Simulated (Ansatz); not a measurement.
# CH2AlClOS: the cost of one run

Program: the Python package of Ansatz 0.2.0. The levels of theory stand in the script. These are calculated values, not measurements.

**1. The system**

Bond lengths: S1–C2 1.783 Å, C2–O3 1.406 Å, C2–Al4 1.918 Å, O3–Al4 1.840 Å, Al4–Cl5 2.255 Å, S1–H6 1.465 Å, C2–H7 1.138 Å. Angles: S1–C2–O3 109.4°, S1–C2–Al4 118.2°, S1–C2–H7 117.9°, O3–C2–Al4 65.1°, O3–C2–H7 113.0°, Al4–C2–H7 119.9°, C2–S1–H6 91.9°, C2–O3–Al4 71.0°, C2–Al4–O3 43.9°, C2–Al4–Cl5 137.4°, O3–Al4–Cl5 146.9°.

No structure file is read: the coordinates are typed or built in the script.

**2. Script**

The input, ch2alclos_methods.py:

```python
# -*- coding: utf-8 -*-
"""One geometry of CH2AlClOS, method by method."""

from pathlib import Path
import argparse

import ansatz
from ase import Atoms
import numpy as np

parser = argparse.ArgumentParser(description="One geometry of CH2AlClOS, method by method.")
parser.add_argument("--basis", required=True, help="Gaussian basis set")
args = parser.parse_args()


def main():
    atoms = Atoms(["S", "C", "O", "Al", "Cl", "H", "H"], positions=[
        (-0.9609, -0.6151, 1.3531),
        (0.5385, -0.3128, 0.4378),
        (0.7509, -1.3641, -0.4711),
        (0.3902, 0.1758, -1.4112),
        (-1.067, 1.2907, -2.7226),
        (-1.0639, 0.7928, 1.7438),
        (1.4735, -0.0353, 1.0244),
    ])
    geometry = ansatz.Crystal.molecule_from_ase(atoms)

    calculation = geometry.calculation().basis(gaussian=args.basis)

    print("functional    E (Ha)        dipole (D)   HOMO (eV)  LUMO (eV)")
    for name in ["hse06", "hf", "revpbe", "lda"]:
        r = calculation.functional(name).forces().orbitals().run(threads=1, backend="cpu", runs_dir="runs").report
        lines = Path(r["orbitals_path"]).read_text().splitlines()
        field_of = lambda key: [line.split("=")[1].strip() for line in lines if line.startswith(key)]
        orbitals = [(27.211386 * float(e), s, float(n)) for e, s, n in zip(field_of("Ene="), field_of("Spin="), field_of("Occup="))]
        homo = max(e for e, _, n in orbitals if n > 0.5)
        lumo = min(e for e, _, n in orbitals if n < 0.5)
        dipole = 4.803205 * np.linalg.norm(r["charge_distribution"]["dipole_moment_e_ang"])
        print(f"{name:10s} {r['free_energy_ev'] / 27.211386246:14.6f} {dipole:9.3f} {homo:11.3f} {lumo:10.3f}")


if __name__ == "__main__":
    main()
```

**3. The calls as engine input**

The package turns the script's settings into the engine's input (first run):

```yaml
crystal:
  periodic: [false, false, false]
  atoms:
    - { symbol: S, position_ang: [-0.9609, -0.6151, 1.3531] }
    - { symbol: C, position_ang: [0.5385, -0.3128, 0.4378] }
    - { symbol: O, position_ang: [0.7509, -1.3641, -0.4711] }
    - { symbol: Al, position_ang: [0.3902, 0.1758, -1.4112] }
    - { symbol: Cl, position_ang: [-1.067, 1.2907, -2.7226] }
    - { symbol: H, position_ang: [-1.0639, 0.7928, 1.7438] }
    - { symbol: H, position_ang: [1.4735, -0.0353, 1.0244] }
basis:
  gaussian:
    orbitals: cc-pVDZ
hamiltonian:
  xc: hse06
output:
  orbitals: {}
  forces: true
```

**4. Launch**

Command:

```
python ch2alclos_methods.py --basis cc-pVDZ
```

Q: Estimate wall time and peak memory on 1 thread of Arm Neoverse V2, shared host.

About 14 s, with a peak of 0.27 GiB.
